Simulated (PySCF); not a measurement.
# SnH4Se (SMILES [SeH][SnH3]) at 6 levels

Wanted: a comparison of 6 runs (HF/STO-3G, HF/3-21G, HF/def2-SVP, HF/def2-SVPD, wB97X/3-21G, PBE0/def2-SVP) of SnH4Se. Input form: a Python script.

Program for the calculation: PySCF 2.14.0.

1 further run of the same task is left out (set aside as unsound or not needed).

**1. Starting point**

The species is SnH4Se (6 atoms), meant as a singlet with charge 0. SMILES: `[SeH][SnH3]`. The coordinates come from a PBE0-D4/def2-TZVP relaxation.

Bond lengths: Se1–Sn2 2.533 Å, Se1–H3 1.469 Å, Sn2–H4 1.702 Å, Sn2–H5 1.705 Å, Sn2–H6 1.705 Å. Angles: Se1–Sn2–H4 104.9°, Se1–Sn2–H5 109.7°, Se1–Sn2–H6 109.7°, Sn2–Se1–H3 92.3°, H4–Sn2–H5 111.1°, H4–Sn2–H6 111.1°, H5–Sn2–H6 110.1°.

**2. Energy and gradient at HF/STO-3G (run 1)**

run.py reads:

```python
import pyscf.grad
from pyscf import gto, scf

molecule = gto.M(
    atom=[
    ('Se', (1.631400, 1.070800, 0.151200)),
    ('Sn', (-0.286500, -0.567600, -0.080700)),
    ('H', (0.716700, 2.213200, 0.276700)),
    ('H', (0.455800, -2.088500, -0.261200)),
    ('H', (-1.218300, -0.171700, -1.452800)),
    ('H', (-1.256900, -0.520000, 1.320600)),
],
    verbose=4,
    basis='sto-3g',
    spin=0,
    charge=0,
    max_memory=1860,
)

mf = scf.RHF(molecule)
mf.conv_tol = 1e-10
mf.kernel()
if not mf.converged:
    mf = mf.newton().run(mf.mo_coeff, mf.mo_occ)

e_tot = mf.e_tot
print('E(%s) = %.9f' % ('HF', e_tot))
grad = mf.Gradients().kernel()
mf.analyze()
```

On the command line:

```console
OMP_NUM_THREADS=1 python run.py
```

Log:

```text
PySCF version 2.14.0

[... 56 lines left out ...]
converged SCF energy = -8339.22001902329
[... 18 lines left out ...]
Two-electron Coulomb Energy =         3921.799158628113219
[... 6 lines left out ...]
MO #4   energy= -145.374414510487  occ= 2
[... 4 lines left out ...]
MO #9   energy= -53.4302893987386  occ= 2
[... 4 lines left out ...]
MO #14  energy= -26.6016108191363  occ= 2
[... 4 lines left out ...]
MO #19  energy= -18.2031514265833  occ= 2
[... 4 lines left out ...]
MO #24  energy= -4.82759112993586  occ= 2
[... 4 lines left out ...]
MO #29  energy= -1.64311504778665  occ= 2
[... 4 lines left out ...]
MO #34  energy= -0.906296569653551 occ= 2
[... 4 lines left out ...]
MO #39  energy= -0.563045241598052 occ= 2
[... 4 lines left out ...]
MO #44  energy= -0.25205878614809  occ= 2
[... 4 lines left out ...]
MO #49  energy= 0.478575150548003  occ= 0
[... 19 lines left out ...]
pop of  0 Se 3dx2-y2      1.99983
pop of  1 Sn 1s           2.00000
pop of  1 Sn 2s           1.99998
pop of  1 Sn 3s           1.99981
pop of  1 Sn 4s           1.99986
pop of  1 Sn 5s           1.09040
pop of  1 Sn 2px          2.00000
pop of  1 Sn 2py          2.00000
pop of  1 Sn 2pz          2.00000
pop of  1 Sn 3px          1.99996
pop of  1 Sn 3py          1.99996
pop of  1 Sn 3pz          1.99996
pop of  1 Sn 4px          1.99956
pop of  1 Sn 4py          1.99956
pop of  1 Sn 4pz          1.99966
pop of  1 Sn 5px          0.74994
pop of  1 Sn 5py          0.75982
pop of  1 Sn 5pz          0.80459
pop of  1 Sn 3dxy         1.99999
pop of  1 Sn 3dyz         2.00000
pop of  1 Sn 3dz^2        1.99999
pop of  1 Sn 3dxz         1.99999
pop of  1 Sn 3dx2-y2      1.99999
pop of  1 Sn 4dxy         1.99052
pop of  1 Sn 4dyz         1.99842
pop of  1 Sn 4dz^2        1.99081
pop of  1 Sn 4dxz         1.98721
pop of  1 Sn 4dx2-y2      1.99547
pop of  2 H 1s            1.03648
pop of  3 H 1s            1.14338
pop of  4 H 1s            1.14648
pop of  5 H 1s            1.14649
 ** Mulliken atomic charges  **
charge of    0Se =     -0.16174
charge of    1Sn =      0.63457
charge of    2H =     -0.03648
charge of    3H =     -0.14338
charge of    4H =     -0.14648
charge of    5H =     -0.14649
Dipole moment(X, Y, Z, Debye): -2.26360, -0.59216, -0.10871
```

It took 15 s on 1 thread of Intel Xeon at 2.50GHz (Skylake/Cascade Lake), shared host; peak memory 0.12 GiB.

**3. Energy and gradient at HF/3-21G (run 2)**

run.py reads:

```python
from pyscf import gto

mol = gto.M(
    atom=[
    ('Se', (1.631400, 1.070800, 0.151200)),
    ('Sn', (-0.286500, -0.567600, -0.080700)),
    ('H', (0.716700, 2.213200, 0.276700)),
    ('H', (0.455800, -2.088500, -0.261200)),
    ('H', (-1.218300, -0.171700, -1.452800)),
    ('H', (-1.256900, -0.520000, 1.320600)),
],
    max_memory=1860,
    charge=0,
    spin=0,
    verbose=4,
    basis='3-21g',
)

hf = mol.RHF()
hf.conv_tol = 1e-10
hf.kernel()
if not hf.converged:
    hf = hf.newton().run(hf.mo_coeff, hf.mo_occ)

e_tot = hf.e_tot
print('Final energy', e_tot)
grad = hf.nuc_grad_method().kernel()
hf.analyze()
```

On the command line:

```console
OMP_NUM_THREADS=1 python run.py
```

Log:

```text
PySCF version 2.14.0

[... 73 lines left out ...]
Total Energy =                       -8387.057439124806479
[... 7 lines left out ...]
MO #1   energy= -1034.89451666196  occ= 2
[... 5 lines left out ...]
MO #7   energy= -60.3537650134764  occ= 2
[... 5 lines left out ...]
MO #13  energy= -26.9262519816221  occ= 2
[... 5 lines left out ...]
MO #19  energy= -19.091739052412   occ= 2
[... 5 lines left out ...]
MO #25  energy= -3.95326750666978  occ= 2
[... 5 lines left out ...]
MO #31  energy= -2.51559180275584  occ= 2
[... 5 lines left out ...]
MO #37  energy= -1.43265929874879  occ= 2
[... 5 lines left out ...]
MO #43  energy= -0.396400313719466 occ= 2
[... 5 lines left out ...]
MO #49  energy= 0.196891141152171  occ= 0
[... 5 lines left out ...]
MO #55  energy= 0.725563300005547  occ= 0
[... 5 lines left out ...]
MO #61  energy= 1.36923508884953   occ= 0
[... 31 lines left out ...]
pop of  1 Sn 2py          1.99999
pop of  1 Sn 2pz          1.99999
pop of  1 Sn 3px          1.99992
pop of  1 Sn 3py          1.99992
pop of  1 Sn 3pz          1.99992
pop of  1 Sn 4px          1.99947
pop of  1 Sn 4py          1.99947
pop of  1 Sn 4pz          1.99951
pop of  1 Sn 5px          0.71608
pop of  1 Sn 5py          0.72565
pop of  1 Sn 5pz          0.80902
pop of  1 Sn 6px          0.01968
pop of  1 Sn 6py          0.01680
pop of  1 Sn 6pz          0.01870
pop of  1 Sn 3dxy         1.99994
pop of  1 Sn 3dyz         1.99999
pop of  1 Sn 3dz^2        1.99995
pop of  1 Sn 3dxz         1.99994
pop of  1 Sn 3dx2-y2      1.99998
pop of  1 Sn 4dxy         1.99894
pop of  1 Sn 4dyz         1.99979
pop of  1 Sn 4dz^2        1.99896
pop of  1 Sn 4dxz         1.99871
pop of  1 Sn 4dx2-y2      1.99946
pop of  2 H 1s            0.98578
pop of  2 H 2s            0.00294
pop of  3 H 1s            1.12145
pop of  3 H 2s            0.00077
pop of  4 H 1s            1.13020
pop of  4 H 2s            0.00151
pop of  5 H 1s            1.13025
pop of  5 H 2s            0.00152
 ** Mulliken atomic charges  **
charge of    0Se =     -0.23373
charge of    1Sn =      0.60815
charge of    2H =      0.01128
charge of    3H =     -0.12222
charge of    4H =     -0.13171
charge of    5H =     -0.13176
Dipole moment(X, Y, Z, Debye): -2.03288, -0.70317, -0.11878
```

Wall time 15 s (1 thread of Intel Xeon at 2.50GHz (Skylake/Cascade Lake), shared host); peak memory 0.13 GiB.

**4. Energy and forces at HF/def2-SVP (core potential) (run 3)**

calc.py reads:

```python
from pyscf import gto, scf

mol = gto.Mole()
mol.atom = '''
Se     3.082899     2.023519     0.285727
Sn    -0.541407    -1.072609    -0.152501
H      1.354367     4.182342     0.522887
H      0.861337    -3.946693    -0.493596
H     -2.302253    -0.324466    -2.745394
H     -2.375197    -0.982658     2.495572
'''
mol.unit = 'bohr'
mol.spin = 0
mol.basis = 'def2-svp'
mol.max_memory = 1860
mol.ecp = {'Sn': 'def2-svp'}
mol.verbose = 4
mol.build()

mf = scf.RHF(mol)
mf.conv_tol = 1e-10
mf.kernel()
if not mf.converged:
    mf = mf.newton().run(mf.mo_coeff, mf.mo_occ)

e_final = mf.e_tot
print(f'total energy: {e_final:.8f} hartree')
grad = mf.nuc_grad_method().kernel()
dip = mf.dip_moment()
pop, q = mf.mulliken_pop()
```

On the command line:

```console
OMP_NUM_THREADS=1 python calc.py
```

Log:

```text
PySCF version 2.14.0

[... 62 lines left out ...]
converged SCF energy = -2615.22237140791
total energy: -2615.22237141 hartree
[... 12 lines left out ...]
Dipole moment(X, Y, Z, Debye): -1.53840, -0.44506, -0.07927
[... 46 lines left out ...]
pop of  1 Sn 7px          0.14677
pop of  1 Sn 7py          0.16998
pop of  1 Sn 7pz          0.19680
pop of  1 Sn 4dxy         1.95426
pop of  1 Sn 4dyz         1.95421
pop of  1 Sn 4dz^2        1.95369
pop of  1 Sn 4dxz         1.95528
pop of  1 Sn 4dx2-y2      1.95385
pop of  1 Sn 5dxy         0.09151
pop of  1 Sn 5dyz         0.05804
pop of  1 Sn 5dz^2        0.08133
pop of  1 Sn 5dxz         0.10637
pop of  1 Sn 5dx2-y2      0.06796
pop of  2 H 1s            0.68817
pop of  2 H 2s            0.23742
pop of  2 H 2px           0.00897
pop of  2 H 2py           0.01220
pop of  2 H 2pz           0.00574
pop of  3 H 1s            0.68347
pop of  3 H 2s            0.44674
pop of  3 H 2px           0.00219
pop of  3 H 2py           0.00737
pop of  3 H 2pz           0.00071
pop of  4 H 1s            0.68279
pop of  4 H 2s            0.45380
pop of  4 H 2px           0.00305
pop of  4 H 2py           0.00102
pop of  4 H 2pz           0.00609
pop of  5 H 1s            0.68281
pop of  5 H 2s            0.45383
pop of  5 H 2px           0.00326
pop of  5 H 2py           0.00058
pop of  5 H 2pz           0.00632
 ** Mulliken atomic charges  **
charge of    0Se =     -0.32612
charge of    1Sn =      0.71266
charge of    2H =      0.04749
charge of    3H =     -0.14048
charge of    4H =     -0.14676
charge of    5H =     -0.14680
```

Run time: 20 s. Hardware: 1 thread of Intel Xeon at 2.50GHz (Skylake/Cascade Lake), shared host; peak memory 0.15 GiB.

Runs 4 to 5 aren't shown in full; the table further down has their settings and results.

**5. Energy and forces at PBE0/def2-SVP (core potential) (run 6)**

job.py reads:

```python
import pyscf.grad
from pyscf import gto, dft

molecule = gto.Mole()
molecule.atom = '''
Se   1.631400   1.070800   0.151200
Sn  -0.286500  -0.567600  -0.080700
H    0.716700   2.213200   0.276700
H    0.455800  -2.088500  -0.261200
H   -1.218300  -0.171700  -1.452800
H   -1.256900  -0.520000   1.320600
'''
molecule.spin = 0
molecule.max_memory = 1860
molecule.basis = 'def2-svp'
molecule.verbose = 3
molecule.ecp = {'Sn': 'def2-svp'}
molecule.build()

mf = dft.RKS(molecule, xc='pbe0')
mf.grids.level = 5
mf.conv_tol = 1e-10
mf.kernel()
if not mf.converged:
    mf = mf.newton().run(mf.mo_coeff, mf.mo_occ)

etot = mf.e_tot
print('E(%s) = %.9f' % ('PBE0', etot))
grad = mf.Gradients().kernel()
mf.analyze()
```

On the command line:

```console
OMP_NUM_THREADS=1 python job.py
```

Log:

```text
converged SCF energy = -2617.67341623735
E(PBE0) = -2617.673416237
--------------- RKS gradients ---------------
         x                y                z
0 Se    -0.0031050705    -0.0010315901    -0.0001752152
1 Sn     0.0008705590     0.0006089044     0.0000955829
2 H     0.0006349372    -0.0010856802    -0.0001268331
3 H    -0.0008563907     0.0017558662     0.0002077971
4 H     0.0012006100    -0.0003502994     0.0017317247
5 H     0.0012553548     0.0000812780    -0.0017387662
----------------------------------------------
**** MO energy ****
MO #1   energy= -454.215045145266  occ= 2
MO #2   energy= -58.1913554999156  occ= 2
MO #3   energy= -52.2175663635214  occ= 2
MO #4   energy= -52.2168899539341  occ= 2
MO #5   energy= -52.2146426456108  occ= 2
MO #6   energy= -7.88414221691562  occ= 2
MO #7   energy= -5.81340366415465  occ= 2
MO #8   energy= -5.81085011251836  occ= 2
MO #9   energy= -5.80231043437619  occ= 2
MO #10  energy= -5.16044574212182  occ= 2
MO #11  energy= -3.49516478775803  occ= 2
MO #12  energy= -3.491932047597    occ= 2
MO #13  energy= -3.49142426995237  occ= 2
MO #14  energy= -2.13949338810964  occ= 2
MO #15  energy= -2.1386703361151   occ= 2
MO #16  energy= -2.13159737164682  occ= 2
MO #17  energy= -2.1295439442863   occ= 2
MO #18  energy= -2.1280139720569   occ= 2
MO #19  energy= -1.06025742874062  occ= 2
MO #20  energy= -1.05876159486612  occ= 2
MO #21  energy= -1.05825339082927  occ= 2
MO #22  energy= -1.05387212537894  occ= 2
MO #23  energy= -1.05383540465872  occ= 2
MO #24  energy= -0.709639466071437 occ= 2
MO #25  energy= -0.531305068934891 occ= 2
MO #26  energy= -0.398434904488513 occ= 2
MO #27  energy= -0.349297721831689 occ= 2
MO #28  energy= -0.343441923413444 occ= 2
MO #29  energy= -0.312482589078289 occ= 2
MO #30  energy= -0.24971308054139  occ= 2
MO #31  energy= -0.0196972639681168 occ= 0
MO #32  energy= 0.0146590279161168 occ= 0
MO #33  energy= 0.0342760566635334 occ= 0
MO #34  energy= 0.0412399321516838 occ= 0
MO #35  energy= 0.0462282383396776 occ= 0
MO #36  energy= 0.182132449895928  occ= 0
MO #37  energy= 0.208220021879782  occ= 0
MO #38  energy= 0.214353119191958  occ= 0
MO #39  energy= 0.228009586245442  occ= 0
MO #40  energy= 0.283375345239974  occ= 0
MO #41  energy= 0.294706542052657  occ= 0
MO #42  energy= 0.34637310418826   occ= 0
MO #43  energy= 0.379211461668258  occ= 0
MO #44  energy= 0.42898535957461   occ= 0
MO #45  energy= 0.442803249348765  occ= 0
MO #46  energy= 0.465168485757541  occ= 0
MO #47  energy= 0.475936390172207  occ= 0
MO #48  energy= 0.543309504124728  occ= 0
MO #49  energy= 0.548868907840574  occ= 0
MO #50  energy= 0.575072144744151  occ= 0
MO #51  energy= 0.640982450516458  occ= 0
MO #52  energy= 0.643976766296206  occ= 0
MO #53  energy= 0.684731398619417  occ= 0
MO #54  energy= 0.763330149973128  occ= 0
MO #55  energy= 0.771652029446778  occ= 0
MO #56  energy= 0.873835468411635  occ= 0
MO #57  energy= 0.951507325663066  occ= 0
MO #58  energy= 1.36751801685191   occ= 0
MO #59  energy= 1.47939000658987   occ= 0
MO #60  energy= 1.48327603736323   occ= 0
MO #61  energy= 1.53933648177579   occ= 0
MO #62  energy= 1.54523826042357   occ= 0
MO #63  energy= 1.55810857907051   occ= 0
MO #64  energy= 1.64826986877258   occ= 0
MO #65  energy= 1.66408683834966   occ= 0
MO #66  energy= 1.77036478510844   occ= 0
MO #67  energy= 1.92841045154838   occ= 0
MO #68  energy= 1.93256128273393   occ= 0
MO #69  energy= 1.99788018844062   occ= 0
MO #70  energy= 3.12763934347687   occ= 0
MO #71  energy= 3.15227319779514   occ= 0
MO #72  energy= 3.17281337476145   occ= 0
MO #73  energy= 3.20580008782868   occ= 0
MO #74  energy= 3.32524025272933   occ= 0
MO #75  energy= 14.8591516420529   occ= 0
MO #76  energy= 14.8885396338854   occ= 0
MO #77  energy= 15.1287106845091   occ= 0
MO #78  energy= 51.8395570714089   occ= 0
 ** Mulliken atomic charges  **
charge of    0Se =     -0.72058
charge of    1Sn =      2.36065
charge of    2H =      0.06422
charge of    3H =     -0.56156
charge of    4H =     -0.57056
charge of    5H =     -0.57216
Dipole moment(X, Y, Z, Debye): -1.34478, -0.32425, -0.06146
```

It took 57 s on 1 thread of Intel Xeon at 2.50GHz (Skylake/Cascade Lake), shared host; peak memory 0.76 GiB.

**6. Overview of the runs**

| run | level | core potential | integration grid | energy (Eh) | dipole moment (D) | HOMO energy (eV) | LUMO energy (eV) | wall time |
| --- | --- | --- | --- | --- | --- | --- | --- | --- |
| 1 | HF/STO-3G | – | – | -8339.220019 | 2.34 | -6.86 | 8.42 | 15 s |
| 2 | HF/3-21G | – | – | -8387.057439 | 2.15 | -9.43 | 2.40 | 15 s |
| 3 | HF/def2-SVP (core potential) | def2-svp | – | -2615.222371 | 1.60 | -9.43 | 2.55 | 20 s |
| 4 | HF/def2-SVPD (core potential) | def2-svp | – | -2615.226193 | 1.54 | -9.49 | 1.55 | 44 s |
| 5 | wB97X/3-21G | – | 5 | -8391.478638 | 1.97 | -9.03 | 1.44 | 65 s |
| 6 | PBE0/def2-SVP (core potential) | def2-svp | 5 | -2617.673416 | 1.38 | -6.80 | -0.54 | 57 s |

**7. Results**

| quantity | value |
| --- | --- |
| run 6: total energy | -2617.67342 Eh |
| run 6: dipole moment | 1.38 D |
| run 6: HOMO energy | -6.80 eV |
| run 6: LUMO energy | -0.54 eV |
| run 6: HOMO–LUMO gap | 6.26 eV |
| run 6: largest force on an atom | 0.168 eV/Å |

**Reading.** The dipole moment (its size) runs from 1.38 D (PBE0/def2-SVP) to 2.34 D (HF/STO-3G). The two ends differ in method and basis and core potential. The HOMO–LUMO gap runs from 6.26 eV (PBE0/def2-SVP) to 15.27 eV (HF/STO-3G). Totals of different functionals can't be ranked against each other. Some runs of one species differ in core potentials or relativity; totals across that change don't compare. In run 1 the basis is minimal, so the values are rough. In runs 1, 2, 5 relativity is left out where basis or elements ask for it. All runs together took 3.6 min, the longest 65 s.
